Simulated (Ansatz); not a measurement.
# H7OPSi2: the cost of one run

Program: Ansatz 0.2.0. Level of theory: UKS LDA/cc-pVDZ. These are calculated values, not measurements.

### 1 Starting point

Bond lengths: O1–P2 1.559 Å, P2–Si3 2.224 Å, P2–Si4 2.191 Å, O1–H5 1.027 Å, Si3–H6 1.514 Å, Si3–H7 1.517 Å, Si3–H8 1.414 Å, Si4–H9 1.564 Å, Si4–H10 1.465 Å, Si4–H11 1.448 Å. Angles (14 of 16 angles, heavy atoms first): O1–P2–Si3 100.7°, O1–P2–Si4 103.9°, Si3–P2–Si4 93.6°, P2–O1–H5 114.0°, P2–Si3–H6 108.1°, P2–Si3–H7 108.1°, P2–Si3–H8 112.5°, P2–Si4–H9 108.6°, P2–Si4–H10 108.9°, P2–Si4–H11 112.5°, H6–Si3–H7 106.5°, H6–Si3–H8 109.9°, H7–Si3–H8 111.4°, H9–Si4–H10 106.4°.

As a file:

```xyz
11

O    -0.3391    1.9530   -0.1717
P     0.7455    0.8373   -0.2690
Si    0.4113   -0.2303    1.6530
Si   -0.2154   -0.7280   -1.4628
H    -0.2493    2.6859   -0.8849
H     0.9249    0.6473    2.7741
H     1.2712   -1.4801    1.6544
H    -0.9509   -0.5404    1.8690
H    -1.6354   -1.0049   -0.8698
H    -0.4249   -0.2266   -2.8237
H     0.5277   -1.9703   -1.4480
```

### 2 Relaxing end A

File input.yaml:

```yaml
crystal:
  periodic: [false, false, false]
  atoms:
    - { symbol: O, position_ang: [-0.3391, 1.953, -0.1717] }
    - { symbol: P, position_ang: [0.7455, 0.8373, -0.269] }
    - { symbol: Si, position_ang: [0.4113, -0.2303, 1.653] }
    - { symbol: Si, position_ang: [-0.2154, -0.728, -1.4628] }
    - { symbol: H, position_ang: [-0.2493, 2.6859, -0.8849] }
    - { symbol: H, position_ang: [0.9249, 0.6473, 2.7741] }
    - { symbol: H, position_ang: [1.2712, -1.4801, 1.6544] }
    - { symbol: H, position_ang: [-0.9509, -0.5404, 1.869] }
    - { symbol: H, position_ang: [-1.6354, -1.0049, -0.8698] }
    - { symbol: H, position_ang: [-0.4249, -0.2266, -2.8237] }
    - { symbol: H, position_ang: [0.5277, -1.9703, -1.448] }
magnetization:
  spin_polarized: true
basis:
  gaussian: { orbitals: cc-pVDZ }
hamiltonian:
  xc: lda
relax:
  f_tol: 0.02
  max_steps: 50
output:
  orbitals: {}
```

Run with:

```
$ ansatz run input.yaml --threads 2 --pin off --max-ram 3072MiB --backend cpu --events-out ev --progress --plain --runs-dir out
```

**Question.** How long does this run take on 2 threads of Intel Xeon Platinum 8488C (Sapphire Rapids), shared host, and how much memory does it need?

About 13 s, with a peak of 0.19 GiB.
